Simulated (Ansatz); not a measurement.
# CH5F2NO2W: a ladder of functionals and wavefunction methods

The task here is to estimate one member of a computed series from the others.

Program: Ansatz 0.2.0, Gaussian basis. Level of theory: functionals in def2-TZVPP, the program's frozen cores in correlated methods. These are calculated values, not measurements.

Levels to be run: PBE-D4, r2SCAN-D4, PBE0-D4, B3LYP-D4, ωB97X-V, ωB97M-V, B2PLYP; CCSD(T)/def2-TZVPP; MP2/def2-QZVPP; extrapolation to the limit.

## Structure used throughout

The geometry comes from an earlier relaxation with PBE0-D4 in a triple-zeta def2 set; it is a stationary point, not always the lowest conformer. W takes the def2 core potential; no spin-orbit term is included.

SMILES `C[N]=[W]([OH])([OH])([F])[F]`, 12 atoms, charge 0, spin multiplicity 1.

Atoms are counted from 1 here; the program's logs count them from 0.

Bond lengths: C1–N2 1.414 Å, C1–H8 1.094 Å, C1–H9 1.094 Å, C1–H10 1.094 Å, N2–W3 1.712 Å, W3–O4 1.880 Å, W3–O5 1.905 Å, W3–F6 1.909 Å, W3–F7 1.881 Å, O4–H11 0.958 Å, O5–H12 0.960 Å. Angles: N2–C1–H8 110.8°, N2–C1–H9 109.8°, N2–C1–H10 110.4°, H8–C1–H9 108.6°, H8–C1–H10 108.9°, H9–C1–H10 108.3°, C1–N2–W3 173.9°, N2–W3–O4 104.6°, N2–W3–O5 107.8°, N2–W3–F6 101.8°, N2–W3–F7 106.6°, O4–W3–O5 88.5°, O4–W3–F6 153.6°, O4–W3–F7 90.2°, O5–W3–F6 82.8°, O5–W3–F7 144.8°, F6–W3–F7 82.9°, W3–O4–H11 128.4° and more.

Set-up of the first run:

Contents of in.yaml:

```yaml
crystal:
  periodic: [false, false, false]
  atoms:
    - {symbol: C, position_ang: [-1.628695, 0.634891, -1.094143]}
    - {symbol: N, position_ang: [-0.558306, 0.013818, -0.409939]}
    - {symbol: W, position_ang: [0.696130, -0.630941, 0.561212]}
    - {symbol: O, position_ang: [2.251233, -0.424883, -0.475650]}
    - {symbol: O, position_ang: [1.328613, 0.762929, 1.695328]}
    - {symbol: F, position_ang: [-0.253491, -1.152376, 2.132428]}
    - {symbol: F, position_ang: [0.721493, -2.484457, 0.244469]}
    - {symbol: H, position_ang: [-1.521442, 1.723571, -1.075718]}
    - {symbol: H, position_ang: [-2.577019, 0.369533, -0.617342]}
    - {symbol: H, position_ang: [-1.662465, 0.299753, -2.134906]}
    - {symbol: H, position_ang: [2.338738, -0.036666, -1.346591]}
    - {symbol: H, position_ang: [0.865201, 0.924828, 2.520851]}
basis:
  gaussian: {orbitals: def2-TZVPP}
hamiltonian: {xc: pbe, dispersion: d4}
output: {forces: true, orbitals: {seedname: orbitals}}
```

Launch:

```bash
> ansatz run in.yaml --threads 2 --pin off --events-out ev --progress --plain --max-ram 22528MiB --backend cuda --devices 0, --max-vram 18GiB
```

Among the steps run: PBE-D4 (GGA); r2SCAN-D4 (meta-GGA); PBE0-D4 (hybrid); B3LYP-D4 (hybrid); ωB97X-V (range-separated); ωB97M-V (range-separated); B2PLYP (double hybrid).

One table of the session follows, with a row left open; its other results are not shown here.

| functional | HOMO (eV) | LUMO (eV) | gap (eV) |
| --- | --- | --- | --- |
| PBE-D4 | -6.78 | -3.00 | 3.78 |
| r2SCAN-D4 | -7.11 | -2.93 | 4.18 |
| PBE0-D4 | -8.26 | -2.20 | 6.06 |
| B3LYP-D4 | -8.03 | -2.45 | 5.57 |
| ωB97X-V | ? | ? | ? |
| ωB97M-V | -10.54 | 0.02 | 10.56 |

**Question.** Estimate the row for ωB97X-V.

As computed: HOMO (eV): -10.62; LUMO (eV): 0.06; gap (eV): 10.68. In the column «HOMO (eV)» it is the lowest.
